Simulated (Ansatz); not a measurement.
# CH₆BNO: how energies converge with the basis set

One table from this session's results is given with a row withheld; the runs are named, their logs left out.

Method: one geometry, several basis sets; program: Ansatz 0.2.0, Gaussian basis.

Levels to be run: PBE0-D4/def2-SVP; ωB97M-V/def2-SVP; PBE0-D4/def2-QZVPP; ωB97M-V/def2-QZVPP; the functionals' def2-TZVPP values are taken from earlier runs.

### The geometry

An earlier PBE0-D4 in a triple-zeta def2 set relaxation fixed the geometry.

SMILES `BOCN`, 10 atoms, charge 0, spin multiplicity 1.

Atoms are counted from 1 here; the program's logs count them from 0.

Bond lengths: B1–O2 1.339 Å, B1–H5 1.205 Å, B1–H6 1.197 Å, O2–C3 1.440 Å, C3–N4 1.414 Å, C3–H7 1.094 Å, C3–H8 1.092 Å, N4–H9 1.011 Å, N4–H10 1.011 Å. Angles: O2–B1–H5 120.2°, O2–B1–H6 117.4°, H5–B1–H6 122.5°, B1–O2–C3 121.9°, O2–C3–N4 113.7°, O2–C3–H7 108.5°, O2–C3–H8 106.0°, N4–C3–H7 109.8°, N4–C3–H8 109.3°, H7–C3–H8 109.4°, C3–N4–H9 112.0°, C3–N4–H10 112.2°, H9–N4–H10 108.9°.

The first run:

Input file in.yaml:

```yaml
crystal:
  periodic: [false, false, false]
  atoms:
    - {symbol: B, position_ang: [-0.534435, 1.657560, 0.155239]}
    - {symbol: O, position_ang: [-0.142645, 0.501505, 0.705085]}
    - {symbol: C, position_ang: [-0.255093, -0.750384, 0.003353]}
    - {symbol: N, position_ang: [0.986325, -1.390128, -0.218120]}
    - {symbol: H, position_ang: [-0.998516, 1.672361, -0.956470]}
    - {symbol: H, position_ang: [-0.397505, 2.651890, 0.807603]}
    - {symbol: H, position_ang: [-0.754417, -0.567909, -0.952423]}
    - {symbol: H, position_ang: [-0.884911, -1.388991, 0.625534]}
    - {symbol: H, position_ang: [1.469116, -1.591496, 0.646964]}
    - {symbol: H, position_ang: [1.595279, -0.845606, -0.813866]}
basis:
  gaussian: {orbitals: def2-SVP}
hamiltonian: {xc: pbe0, dispersion: d4}
output: {orbitals: {seedname: orbitals}}
```

Started as:

```bash
$ ansatz run in.yaml --threads 2 --pin off --events-out ev --progress --plain --max-ram 4352MiB
```

Among the steps run: PBE0-D4 in def2-SVP; ωB97M-V in def2-SVP; PBE0-D4 in def2-QZVPP; ωB97M-V in def2-QZVPP.

One table of the session follows, with a row left open; its other results are not shown here.

It belongs to the step «Functionals by basis». 

```
functional       basis  HOMO (eV)  LUMO (eV)
   PBE0-D4    def2-SVP      -7.55      -0.09
   PBE0-D4  def2-TZVPP      -7.74      -0.35
   PBE0-D4  def2-QZVPP      -7.78      -0.44
   ωB97M-V    def2-SVP          ?          ?
   ωB97M-V  def2-TZVPP     -10.16       1.46
   ωB97M-V  def2-QZVPP     -10.20       1.16
```

Estimate the missing values for ωB97M-V, def2-SVP.

The run gave: HOMO (eV): -9.95; LUMO (eV): 2.00. In the column «HOMO (eV)» it lies between ωB97M-V, def2-TZVPP (-10.16) and PBE0-D4, def2-QZVPP (-7.78).
